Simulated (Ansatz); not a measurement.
**GeH₂Cl+ (SMILES [Cl][GeH2+]): functionals against CCSD(T) at one geometry**

The task here is to estimate one member of a computed series from the others.

Computed with Ansatz 0.2.0, Gaussian basis. Level: single points in def2-TZVPP.

Correlated methods freeze the cores. Filled d shells of the heavier atoms are correlated.

**Where the work starts**

SMILES `[Cl][GeH2+]`, 4 atoms, charge 1, spin multiplicity 1.

Atoms are counted from 1 here; the program's logs count them from 0.

Bond lengths: Cl1–Ge2 2.006 Å, Ge2–H3 1.510 Å, Ge2–H4 1.523 Å. Angles: Cl1–Ge2–H3 119.7°, Cl1–Ge2–H4 121.3°, H3–Ge2–H4 118.9°.

Geometry (Å):

```
Cl   -1.6732    0.4354   -0.7518
Ge    0.1106   -0.0110    0.0497
H     0.6045   -1.4374    0.0274
H     1.0007    1.0677    0.6515
```

The first run:

run/in.yaml reads:

```yaml
crystal:
  periodic: [false, false, false]
  atoms:
    - {symbol: Cl, position_ang: [-1.673200, 0.435400, -0.751800]}
    - {symbol: Ge, position_ang: [0.110600, -0.011000, 0.049700]}
    - {symbol: H, position_ang: [0.604500, -1.437400, 0.027400]}
    - {symbol: H, position_ang: [1.000700, 1.067700, 0.651500]}
basis:
  gaussian: {orbitals: def2-TZVPP}
total_charge: 1
correlation: {method: ccsd_t}
output: {forces: true}
```

The command line of these runs was not kept.

Steps of the session up to this table: CCSD(T)/def2-TZVPP; PBE0-D4/def2-TZVPP; wB97M-V/def2-TZVPP; r2SCAN-D4/def2-TZVPP; PBE-D4/def2-TZVPP; r2SCAN0-D4/def2-TZVPP; wB97X-V/def2-TZVPP.

One of the session's tables, all rows but one given; the rest of the session is left out.

| method | RMS force component (eV/Å) | angle to CCSD(T) forces (°) |
| --- | --- | --- |
| CCSD(T) | 0.525 | reference |
| PBE0-D4 | 0.450 | 9.0 |
| wB97M-V | ? | ? |
| r2SCAN-D4 | 0.467 | 6.0 |
| PBE-D4 | 0.589 | 16.6 |
| r2SCAN0-D4 | 0.400 | 8.1 |
| wB97X-V | 0.430 | 5.1 |

**Question.** Estimate the row for wB97M-V.

As computed: RMS force component (eV/Å): 0.485; angle to CCSD(T) forces (°): 2.7. In the column «RMS force component (eV/Å)» it lies between r2SCAN-D4 (0.467) and CCSD(T) (0.525).
